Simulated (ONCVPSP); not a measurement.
# F: the cost of one run

Method: ONCVPSP 4.0.1.1 (patched build), PBE, scalar-relativistic.

## Step 1: Settings

Typed settings, in words:

| Item | Value |
| --- | --- |
| element | fluorine (F, Z = 9) |
| type | optimised norm-conserving Vanderbilt (ONCV) |
| frozen core | [He] |
| valence charge | 7 |
| reference configuration | 2s1 2p6 |
| partial waves | 2s: rc 0.80 bohr, ncon 3, nbas 8, qcut 6.5 1/bohr, 3 projectors, debl 0.4 Ha; 2p: rc 1.55 bohr, ncon 4, nbas 7, qcut 7.8 1/bohr, 1 projector; d scattering state at 0.16 Ha: rc 1.50 bohr, ncon 4, nbas 9, qcut 7.5 1/bohr, 2 projectors, debl 3.6 Ha |
| local potential | polynomial inside 0.60 bohr (lpopt 5, dvloc0 4 Ha) |
| core correction | polynomial model core, fcfact 0.3 |

The nodes and maxima of the atom's own shells, from an earlier all-electron run, set the scale for the radii.

All-electron outer shells of the reference configuration (PBE, scalar-relativistic, ld1.x):

```csv
shell,level (eV),outermost node (bohr),outermost maximum (bohr)
1s,-664.00,–,0.11
2s,-30.38,0.24,0.76
2p,-11.54,–,0.71
```

## Step 2: The generation run

F.dat

```
# ATOM AND REFERENCE CONFIGURATION
# atsym  z   nc   nv     iexc    psfile
  F 9.00    1    2        4      upf
#
#   n    l    f
    1    0    2.00
    2    0    1.00
    2    1    6.00
#
# PSEUDOPOTENTIAL AND OPTIMIZATION
# lmax
    2
#
#   l,   rc,      ep,       ncon, nbas, qcut
    0    0.80    0.00    3    8    6.50
    1    1.55    0.00    4    7    7.80
    2    1.50    0.16    4    9    7.50
#
# LOCAL POTENTIAL
# lloc, lpopt,  rc(5),   dvloc0
    4    5    0.60    4.00
#
# VANDERBILT-KLEINMAN-BYLANDER PROJECTORs
# l, nproj, debl
    0    3    0.40
    1    1    1.80
    2    2    3.60
#
# MODEL CORE CHARGE
# icmod, fcfact, rcfact
    1    0.30    0.00
#
# LOG DERIVATIVE ANALYSIS
# epsh1, epsh2, depsh
   -3.00    5.00    0.02
#
# OUTPUT GRID
# rlmax, drl
    6.00    0.01
#
# TEST CONFIGURATIONS
# ncnf
    4
# nvcnf
#   n    l    f
    2
    2    0    2.00
    2    1    5.00
#
    2
    2    0    2.00
    2    1    4.00
#
    2
    2    0    2.00
    2    1    3.00
#
    2
    2    0    2.00
    2    1    4.50
#
```

Launch:

```bash
$ oncvpsp.x < F.dat > F.out
```

**Question.** How long does this run take on 1 thread of Neoverse-N1, shared host?

About 5.1 s.
